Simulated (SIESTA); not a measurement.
GaGe:

```
Ge Ga
1.0
     0.00000    2.89784    2.89784
     2.89784    0.00000    2.89784
     2.89784    2.89784    0.00000
Ge Ga
1 1
Direct
  0.00000 0.00000 0.00000
  0.25000 0.25000 0.25000
```

The cell comes from a database or a generator and needn't be the stable form of this composition.

- Program: SIESTA 5.4.2
- Task: relaxation of cell and atoms
- Functional: LDA
- Potentials or basis: PseudoDojo 0.4 standard (LDA files)
- Basis: DZP (energy shift 0.003 Ry; two zetas on semicore shells)
- Grid cutoff: 800 Ry
- Energy shift: 0.003 Ry
- k mesh: 6 × 6 × 6
- Occupations: fermi-dirac, width 0.05 eV
- Spin: no spin polarisation

At the start: pressure -3.7 GPa; volume 24.33 Å³/atom.

**Question.** Where does the relaxation end?

**Answer.** Over 4 steps the energy falls by 19.4 meV/atom and the volume is 22.74 Å³/atom (-6.6 %); space group F-43m (No. 216, to 0.05 Å).

The path:
```tsv
step	energy change (eV)	largest force (eV/Å)	pressure (GPa)	volume (Å³)
1	0.0000	0.0000	-3.67	48.67
2	-0.0122	0.0000	-3.12	48.09
3	-0.0384	0.0000	0.39	45.18
4	-0.0388	0.0000	0.01	45.47
```

Final structure:
```yaml
crystal:
  lattice:
    - [0.00000, 2.83299, 2.83299]
    - [2.83299, 0.00000, 2.83299]
    - [2.83299, 2.83299, 0.00000]
  atoms:
    - { symbol: Ge, position: [0.00000, 0.00000, 0.00000] }
    - { symbol: Ga, position: [0.25000, 0.25000, 0.25000] }
```

Caveat: the basis of atomic orbitals isn't converged, which shifts pressures, moduli and gaps.
